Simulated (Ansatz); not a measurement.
# GaF (F-43m) in Ansatz: notebook

Runs on GaF. Level: PBE. Tasks: single point.

All numbers are computed with Ansatz 0.2.0; they aren't measurements. Logs are shortened: lines on timing, memory, paths and dates and some standing lists are left out, and cuts for length are marked.

## 1. Starting point

The structure is cubic, space group F-43m (No. 216). Conventional cell: a = 5.692 Å, b = 5.692 Å, c = 5.692 Å, α = 90.00°, β = 90.00°, γ = 90.00°. Ga (site symmetry -43m) has 4 F at 2.46 Å as nearest neighbours. Around F (site symmetry -43m) lie 4 Ga at 2.46 Å.

The cell was built by a generator and needn't be a form met in nature.

## 2. Single point, PBE, 21.67 Å³/atom (volume scaled by 0.94)

File input.yaml:

```yaml
crystal:
  lattice:
    - [0.0, 2.7881371661, 2.7881371661]
    - [2.7881371661, 0.0, 2.7881371661]
    - [2.7881371661, 2.7881371661, 0.0]
  atoms:
    - { symbol: Ga, position: [0.25, 0.25, 0.25] }
    - { symbol: F, position: [0.0, 0.0, 0.0] }
kpoints:
  mp_grid: { grid: [8, 8, 8] }
scf:
  occupations: { method: fermi_dirac, width: 0.05 }
hamiltonian:
  xc: pbe
  pseudopotentials: { kind: all_electron, lapw: { basis_error: 0.0005 } }
output:
  forces: true
  stress: true
  eigenvalues: true
```

Potentials or basis: all-electron LAPW, scalar-relativistic.

Started as:

```
$ ansatz run input.yaml --threads 1 --pin off --max-ram 3072MiB --backend cpu --events-out ev --progress --plain --runs-dir out
```

Standard output:

```text
Warning: RAYON_NUM_THREADS=1 ignored (pool sized by the plan → 1); use --threads N
LAPW: plane waves up to 8.890 Å⁻¹, error target 5.0e-4 eV per atom; small_component_spin mean_spin; F in spheres of 1.116 Å, 7 of its electrons in bands, Dirac shells []; Ga in spheres of 1.298 Å, 21 of its electrons in bands, Dirac shells [] (how accurate: hamiltonian.pseudopotentials.lapw.basis_error, Limitations)
Engine: ansatz 0.2.0, x86_64-unknown-linux-gnu
Pseudopotentials: kind: all_electron
Pseudopotential: Ga, LAPW, valence charge 21, lapw/all_electron/scalar/gaussian/Ga, Koelling and Harmon's equation, gaussian nucleus
Pseudopotential: F, LAPW, valence charge 7, lapw/all_electron/scalar/gaussian/F, Koelling and Harmon's equation, gaussian nucleus
Functional definition: PBE
  parameter kappa = 0.804
  parameter beta = 0.06672455060314922
  exchange = pbe_x(kappa = kappa, mu = beta*pi^2/3)
  correlation = pbe_c(beta = beta)
Crystal: 2 atoms, lattice volume = 43.348 Å³
Basis set: ecut = 301.0958784554327 eV, 531 PW (Γ), exchange–correlation at level 2
Bands: 18, of which v1, the nominal top of the filled ones, is band 14 counted from 1 (13 counted from 0)
Symmetry: 24 space group operations
Space group: F-43m (ITA 216), of the structure as read, at distance tolerance 3.5e-5 Å
k-points: 29 of 512 (time reversal used)
Non-local potential: Ga, projectors of the file, none
Non-local potential: F, projectors of the file, none
Initial density: superposition of atomic densities (chi_scale 0.1, normalization cell, long waves kept (reshape's long-wave potential 0.02 eV rms))
Initial wavefunctions: plane waves of lowest kinetic energy (no species holds an atomic orbital)
Functional: x = pbe(κ = 0.804, μ = 0.2195149727645171), c = pbe(β = 0.06672455060314922)
iter 1 solved again at ethr=4.66e-3 eV; its pass at ethr=1.00e-1 eV (dr2=1.30e0 eV) is discarded
SCF iter   1: F=—  HF=-55619.723726 eV  |F-HF|=—  |Δ(HF+E_count)|=         —  Δρ=4.21e-2  dr2=1.30e0  ethr=4.66e-3  ⟨swp⟩=2.0  Hψ=3238  notcnv=0
preconditioner: auto → none  [insulator: Δε(μ)=2.791 eV  Ē_g=17.339 eV  σ=0.050 eV  W_gap=1.00  n_scr=14 (ndim 8)  ℏωp=25.2 eV  f_vac=0.167  D(μ)=0.00/eV (n_scr^D=0)  ε∞_Penn≈3.1]
SCF iter   2: F=—  HF=-55619.117506 eV  |F-HF|=—  |Δ(HF+E_count)|=   6.06e-1  Δρ=1.76e-2  dr2=1.55e-1  ethr=4.66e-3  ⟨swp⟩=3.0  Hψ=1749  notcnv=0
SCF iter   3: F=—  HF=-55618.660598 eV  |F-HF|=—  |Δ(HF+E_count)|=   4.57e-1  Δρ=9.82e-3  dr2=7.95e-2  ethr=5.54e-4  ⟨swp⟩=3.0  Hψ=1696  notcnv=0
SCF iter   4: F=—  HF=-55618.653280 eV  |F-HF|=—  |Δ(HF+E_count)|=   7.32e-3  Δρ=5.15e-3  dr2=1.83e-2  ethr=2.84e-4  ⟨swp⟩=3.0  Hψ=1639  notcnv=0
SCF iter   5: F=—  HF=-55618.643553 eV  |F-HF|=—  |Δ(HF+E_count)|=   9.73e-3  Δρ=3.49e-3  dr2=8.44e-3  ethr=6.54e-5  ⟨swp⟩=2.0  Hψ=1450  notcnv=0
iter 6 solved again at ethr=2.29e-7 eV; its pass at ethr=3.02e-5 eV (dr2=6.41e-5 eV) is discarded
SCF iter   6: F=—  HF=-55618.636991 eV  |F-HF|=—  |Δ(HF+E_count)|=   6.56e-3  Δρ=3.16e-4  dr2=6.38e-5  ethr=2.29e-7  ⟨swp⟩=2.1  Hψ=2523  notcnv=0
SCF iter   7: F=—  HF=-55618.636918 eV  |F-HF|=—  |Δ(HF+E_count)|=   7.38e-5  Δρ=8.37e-5  dr2=4.61e-6  ethr=2.28e-7  ⟨swp⟩=2.1  Hψ=1455  notcnv=0
SCF iter   8: F=-55618.636913 eV  HF=-55618.636913 eV  |F-HF|=4.85e-8  |Δ(HF+E_count)|=   4.67e-6  Δρ=5.33e-6  dr2=1.74e-8  ethr=1.65e-8  ⟨swp⟩=2.7  Hψ=1482  notcnv=0
SCF 1 converged in 8 iterations: F = -55618.636913 eV  dr2 = 1.74e-8
SCF converged after 8 iterations
Free energy (F): -55618.636913 eV
Harris-Foulkes:  -55618.636913 eV  (|F-HF|=4.85e-8)
Internal energy: -55618.636913 eV  (E = F + TS)
E sigma→0 (E₀):  -55618.636913 eV
Fermi energy:    4.872493 eV
--- Per-component energies (eV) ---
  E_band       = -946.671300
  E_kinetic    = 56658.691656
  E_xc         = -2340.563533
  E_electrostatic = -109936.765037  (all electrons and nuclei)
  E_smearing   = -0.000000  (= −TS)
  E_closure    = 0.000000  (closes the sum)
  E_atoms      = -55611.126607  (free atoms, spherical and without spin; not in F)
  Σ components = -55618.636913   (vs F -55618.636913, Δ=0.00e0)
  Basis errors (estimates in eV, not in F): energy 2.3e-4 per atom: plane waves 2.1e-4 (1.2e-4 summed), levels above the bands 2.0e-89, relativity 8.9e-9, radial functions 1.9e-5, core shells 1.8e-8; eigenvalues (radial functions only) 1.7e-6; not estimated: angular momenta, meshes, grids; target (lapw.basis_error) 5.0e-4; muffin-tin radii F 1.116 Å, Ga 1.298 Å
--- Forces (eV/Å), atoms counted from 1 ---
  atom   1  Ga    -0.00000000     0.00000000     0.00000000
  atom   2  F      0.00000000    -0.00000000     0.00000000
  max |Σ_I F_I| component: 9.25e-18 eV/Å
--- Stress (GPa, compression-positive) ---
        1.842181       0.000000       0.000000
        0.000000       1.842181      -0.000000
        0.000000      -0.000000       1.842181
  P = ⅓ Tr σ = 1.8422 GPa (18.422 kbar)
--- Band table (eV; the first three rows and the last of 29) ---
  k-point 0: bands = ["-138.6833", "-89.4200", "-89.4200", "-89.4200", "-18.4648", "-9.7975", "-9.7975", "-9.7975", "-9.7677", "-9.7677", "-0.3715", "0.1309", "0.1309", "0.1309", "10.4007", "10.4007", "10.4007", "14.0202"]
  k-point 1: bands = ["-138.6833", "-89.4200", "-89.4200", "-89.4200", "-18.4570", "-9.7949", "-9.7949", "-9.7905", "-9.7677", "-9.7677", "-0.8590", "0.1068", "0.1068", "0.7418", "9.4702", "10.4044", "10.4044", "14.8323"]
  k-point 2: bands = ["-138.6833", "-89.4200", "-89.4200", "-89.4200", "-18.4382", "-9.7905", "-9.7905", "-9.7725", "-9.7658", "-9.7658", "-1.3724", "0.0498", "0.0498", "1.5894", "8.0061", "10.3888", "10.3888", "14.9222"]
  k-point 28: bands = ["-138.6833", "-89.4200", "-89.4200", "-89.4200", "-18.3947", "-9.7799", "-9.7785", "-9.7637", "-9.7589", "-9.7292", "-1.6046", "-0.4980", "-0.3993", "3.8144", "6.9729", "8.1368", "9.2085", "13.6464"]
```

It took 23 s on 1 thread of Intel Xeon at 2.50GHz (Skylake/Cascade Lake), shared host; peak memory 0.3 GiB.

Results:

- Free energy: -55618.6369 eV
- Pressure: 1.8 GPa
- Band gap on the k mesh: 2.01 eV, indirect (least direct gap 2.02 eV)

## 3. Single point, PBE, 22.14 Å³/atom (volume scaled by 0.96)

Edit input.yaml of step 2 so:

```diff
@@ -2,5 +2,5 @@
   lattice:
-    - [0.0, 2.7881371661, 2.7881371661]
-    - [2.7881371661, 0.0, 2.7881371661]
-    - [2.7881371661, 2.7881371661, 0.0]
+    - [0.0, 2.8077725818, 2.8077725818]
+    - [2.8077725818, 0.0, 2.8077725818]
+    - [2.8077725818, 2.8077725818, 0.0]
   atoms:
```

Potentials or basis: all-electron LAPW, scalar-relativistic.

Started as:

```
$ ansatz run input.yaml --threads 1 --pin off --max-ram 3072MiB --backend cpu --events-out ev --progress --plain --runs-dir out
```

Wall time 21 s (1 thread of Intel Xeon at 2.50GHz (Skylake/Cascade Lake), shared host); peak memory 0.31 GiB.

It converged, with:

| Item | Value |
| --- | --- |
| Free energy | -55618.6455 eV |
| Pressure | 1.2 GPa |
| Band gap on the k mesh | 2.10 eV, indirect (least direct gap 2.11 eV) |

## 4. Single point, PBE, 22.60 Å³/atom (volume scaled by 0.98)

Edit input.yaml of step 3 so:

```diff
@@ -2,5 +2,5 @@
   lattice:
-    - [0.0, 2.8077725818, 2.8077725818]
-    - [2.8077725818, 0.0, 2.8077725818]
-    - [2.8077725818, 2.8077725818, 0.0]
+    - [0.0, 2.8271371425, 2.8271371425]
+    - [2.8271371425, 0.0, 2.8271371425]
+    - [2.8271371425, 2.8271371425, 0.0]
   atoms:
```

Started as:

```
$ ansatz run input.yaml --threads 1 --pin off --max-ram 3072MiB --backend cpu --events-out ev --progress --plain --runs-dir out
```

It took 19 s on 1 thread of Intel Xeon at 2.50GHz (Skylake/Cascade Lake), shared host; peak memory 0.31 GiB.

Results (log left out):

```
Free energy            : -55618.6504 eV
Pressure               : 0.5 GPa
Band gap on the k mesh : 2.19 eV, indirect (least direct gap 2.20 eV)
```

## 5. Single point, PBE, 23.06 Å³/atom

Edit input.yaml of step 4 so:

```diff
@@ -2,5 +2,5 @@
   lattice:
-    - [0.0, 2.8271371425, 2.8271371425]
-    - [2.8271371425, 0.0, 2.8271371425]
-    - [2.8271371425, 2.8271371425, 0.0]
+    - [0.0, 2.84624, 2.84624]
+    - [2.84624, 0.0, 2.84624]
+    - [2.84624, 2.84624, 0.0]
   atoms:
```

Started as:

```
$ ansatz run input.yaml --threads 1 --pin off --max-ram 3072MiB --backend cpu --events-out ev --progress --plain --runs-dir out
```

It took 22 s on 1 thread of Intel Xeon at 2.50GHz (Skylake/Cascade Lake), shared host; peak memory 0.31 GiB.

The run converged. Its results:

```
Free energy            : -55618.6520 eV
Pressure               : 0.0 GPa
Band gap on the k mesh : 2.27 eV, indirect (least direct gap 2.28 eV)
```

## 6. Single point, PBE, 23.52 Å³/atom (volume scaled by 1.02)

Edit input.yaml of step 5 so:

```diff
@@ -2,5 +2,5 @@
   lattice:
-    - [0.0, 2.84624, 2.84624]
-    - [2.84624, 0.0, 2.84624]
-    - [2.84624, 2.84624, 0.0]
+    - [0.0, 2.8650898209, 2.8650898209]
+    - [2.8650898209, 0.0, 2.8650898209]
+    - [2.8650898209, 2.8650898209, 0.0]
   atoms:
```

Potentials or basis: all-electron LAPW, scalar-relativistic.

Started as:

```
$ ansatz run input.yaml --threads 1 --pin off --max-ram 3072MiB --backend cpu --events-out ev --progress --plain --runs-dir out
```

Run time: 20 s. Hardware: 1 thread of Intel Xeon at 2.50GHz (Skylake/Cascade Lake), shared host; peak memory 0.31 GiB.

Results (log left out):

```yaml
Free_energy: -55618.6505 eV
Pressure: -0.5 GPa
Band_gap_on_the_k_mesh: 2.35 eV, indirect (least direct gap 2.36 eV)
```

## 7. Single point, PBE, 23.98 Å³/atom (volume scaled by 1.04)

Edit input.yaml of step 6 so:

```diff
@@ -2,5 +2,5 @@
   lattice:
-    - [0.0, 2.8650898209, 2.8650898209]
-    - [2.8650898209, 0.0, 2.8650898209]
-    - [2.8650898209, 2.8650898209, 0.0]
+    - [0.0, 2.8836948215, 2.8836948215]
+    - [2.8836948215, 0.0, 2.8836948215]
+    - [2.8836948215, 2.8836948215, 0.0]
   atoms:
```

Started as:

```
$ ansatz run input.yaml --threads 1 --pin off --max-ram 3072MiB --backend cpu --events-out ev --progress --plain --runs-dir out
```

It took 22 s on 1 thread of Intel Xeon at 2.50GHz (Skylake/Cascade Lake), shared host; peak memory 0.3 GiB.

It converged, with:

| Quantity | Value |
| --- | --- |
| Free energy | -55618.6463 eV |
| Pressure | -0.9 GPa |
| Band gap on the k mesh | 2.42 eV, indirect (least direct gap 2.43 eV) |

## 8. Single point, PBE, 24.44 Å³/atom (volume scaled by 1.06)

Edit input.yaml of step 7 so:

```diff
@@ -2,5 +2,5 @@
   lattice:
-    - [0.0, 2.8836948215, 2.8836948215]
-    - [2.8836948215, 0.0, 2.8836948215]
-    - [2.8836948215, 2.8836948215, 0.0]
+    - [0.0, 2.9020627997, 2.9020627997]
+    - [2.9020627997, 0.0, 2.9020627997]
+    - [2.9020627997, 2.9020627997, 0.0]
   atoms:
```

Started as:

```
$ ansatz run input.yaml --threads 1 --pin off --max-ram 3072MiB --backend cpu --events-out ev --progress --plain --runs-dir out
```

Run time: 19 s. Hardware: 1 thread of Intel Xeon at 2.50GHz (Skylake/Cascade Lake), shared host; peak memory 0.3 GiB.

It converged, with:

* Free energy: -55618.6397 eV
* Pressure: -1.3 GPa
* Band gap on the k mesh: 2.49 eV, indirect (least direct gap 2.50 eV)
